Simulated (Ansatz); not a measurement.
# UCCSD/def2-SVP run of C2H4ClSi (SMILES C=C[SiH]Cl)

Aim: the vertical doublet–quartet gap of C2H4ClSi at UCCSD/def2-SVP, from 2 runs. 

The results are computed with Ansatz 0.2.0.

57 further runs of the same task are left out: 57 set aside as unsound or not needed.

### 1 Starting point

C2H4ClSi: 8 atoms, total charge 0, spin state doublet. As SMILES, `C=C[SiH]Cl`. Geometry: relaxed at PBE0-D4/def2-TZVP.

Bond lengths: C1–C2 1.335 Å, C2–Si3 1.841 Å, Si3–Cl4 2.059 Å, C1–H5 1.087 Å, C1–H6 1.086 Å, C2–H7 1.088 Å, Si3–H8 1.489 Å. Angles: C1–C2–Si3 122.0°, C2–Si3–Cl4 111.3°, C1–C2–H7 119.1°, Si3–C2–H7 118.7°, C2–C1–H5 121.9°, C2–C1–H6 122.0°, C2–Si3–H8 111.0°, Cl4–Si3–H8 109.0°, H5–C1–H6 116.1°.

### 2 A single-point energy at UCCSD/def2-SVP

Input file molecule.yaml:

```yaml
crystal:
  periodic: [false, false, false]
  atoms:
    - {symbol: C, position_ang: [0.647000, 1.027000, -0.659700]}
    - {symbol: C, position_ang: [0.628500, -0.066700, 0.105400]}
    - {symbol: Si, position_ang: [-0.903600, -0.642600, 0.947100]}
    - {symbol: Cl, position_ang: [-1.031600, -2.697900, 0.941300]}
    - {symbol: H, position_ang: [-0.256900, 1.588200, -0.880600]}
    - {symbol: H, position_ang: [1.563900, 1.404900, -1.102500]}
    - {symbol: H, position_ang: [1.561300, -0.591000, 0.301600]}
    - {symbol: H, position_ang: [-2.116300, -0.079100, 0.291500]}
basis:
  gaussian:
    orbitals: def2-SVP
magnetization:
  spin_polarized: true
  initial_magnetization: 1
accuracy: high
total_charge: 0
correlation:
  method: ccsd
  frozen_orbitals: {C: 1, Cl: 5, H: 0, Si: 5}
scf:
  omitted_lower_state_checks: [cluster_reference, increment]
```

Run with:

```bash
$ ansatz run molecule.yaml --threads 1 --pin off --max-ram 3480MiB --events-out events.jsonl --progress --plain --runs-dir runs
```

Standard output, shortened:

```text
Warning: RAYON_NUM_THREADS=1 ignored (pool sized by the plan → 1); use --threads N
Functional definition: HF
  name "HF"
[...]
1845 factors; integrals over basis functions are off by at most 4.0e-9 eV
[...]
mean field -22481.95304859 eV, -826.1965357207 hartree, gradient 4.9e-8 eV, S^2 0.876284; 2 other end points of the search recorded, 0 dependent functions left out
12 core orbitals not correlated: weight in the atoms' cores, before any rotation towards them, 1.000 or more for the frozen orbitals, at most 0.000 for the correlated occupied ones
reference -22481.95304859 eV, -826.1965357207 hartree; 12, 11 occupied and 60, 61 virtual orbitals, 1845 factors
second order -12.65926149 eV of doubles, -0.00000000 eV of singles
cycle   1  -13.55487917 eV  change   -9.0e-1 eV  update   9.3e-2
[...]
cycle  26  -14.13603406 eV  change    1.7e-9 eV  update  9.3e-10
Total energy: -22496.08908265 eV, -826.7160253906 hartree
Checks for a lower state left out: cluster_reference, increment
```

Run time: 37 s. Hardware: 1 thread of Intel Xeon Platinum 8488C (Sapphire Rapids), shared host; peak memory 0.77 GiB.

### 3 The quartet at the same level

Input file run.yaml:

```yaml
crystal:
  periodic: [false, false, false]
  atoms:
    - {symbol: C, position_ang: [0.647000, 1.027000, -0.659700]}
    - {symbol: C, position_ang: [0.628500, -0.066700, 0.105400]}
    - {symbol: Si, position_ang: [-0.903600, -0.642600, 0.947100]}
    - {symbol: Cl, position_ang: [-1.031600, -2.697900, 0.941300]}
    - {symbol: H, position_ang: [-0.256900, 1.588200, -0.880600]}
    - {symbol: H, position_ang: [1.563900, 1.404900, -1.102500]}
    - {symbol: H, position_ang: [1.561300, -0.591000, 0.301600]}
    - {symbol: H, position_ang: [-2.116300, -0.079100, 0.291500]}
basis:
  gaussian:
    orbitals: def2-SVP
scf:
  omitted_lower_state_checks: [cluster_reference, increment]
magnetization:
  spin_polarized: true
  initial_magnetization: 3
correlation:
  method: ccsd
  frozen_orbitals: {C: 1, Cl: 5, H: 0, Si: 5}
accuracy: high
```

Run with:

```bash
$ ansatz run run.yaml --threads 1 --pin off --max-ram 3480MiB --events-out events.jsonl --progress --plain --runs-dir runs
```

Standard output, shortened:

```text
Warning: RAYON_NUM_THREADS=1 ignored (pool sized by the plan → 1); use --threads N
Functional definition: HF
  name "HF"
[...]
1845 factors; integrals over basis functions are off by at most 4.0e-9 eV
[...]
mean field -22478.40856754 eV, -826.0662784446 hartree, gradient 7.8e-8 eV, S^2 3.770000; 2 other end points of the search recorded, 0 dependent functions left out
12 core orbitals not correlated: weight in the atoms' cores, before any rotation towards them, 1.000 or more for the frozen orbitals, at most 0.000 for the correlated occupied ones
reference -22478.40856754 eV, -826.0662784446 hartree; 13, 10 occupied and 59, 62 virtual orbitals, 1845 factors
second order -11.60441564 eV of doubles, -0.00000000 eV of singles
cycle   1  -12.69020665 eV  change    -1.1e0 eV  update   7.6e-2
[...]
cycle  30  -13.11214676 eV  change   8.0e-10 eV  update   1.8e-9
Total energy: -22491.52071430 eV, -826.5481409502 hartree
Checks for a lower state left out: cluster_reference, increment
```

Wall time 34 s (1 thread of Intel Xeon Platinum 8488C (Sapphire Rapids), shared host); peak memory 0.77 GiB.

### 4 Outcome

At UCCSD/def2-SVP, 12 core orbitals frozen:

| quantity | value |
| --- | --- |
| doublet: total energy | -826.71603 Eh |
| doublet: correlation energy (12 core orbitals frozen) | -519.5 mEh |
| doublet: ⟨S²⟩ of the reference determinant | 0.876 |
| doublet: T1 diagnostic | 0.027 |
| quartet: total energy | -826.54814 Eh |
| quartet: correlation energy (12 core orbitals frozen) | -481.9 mEh |
| quartet: ⟨S²⟩ of the reference determinant | 3.770 |
| quartet: T1 diagnostic | 0.013 |
| vertical energy of the quartet above the doublet | 4.568 eV |

In words: At this shape the quartet lies 4.57 eV (441 kJ/mol) above the doublet. ⟨S²⟩ (doublet) is 0.88 where a pure doublet has 0.75: the reference is spin-contaminated.
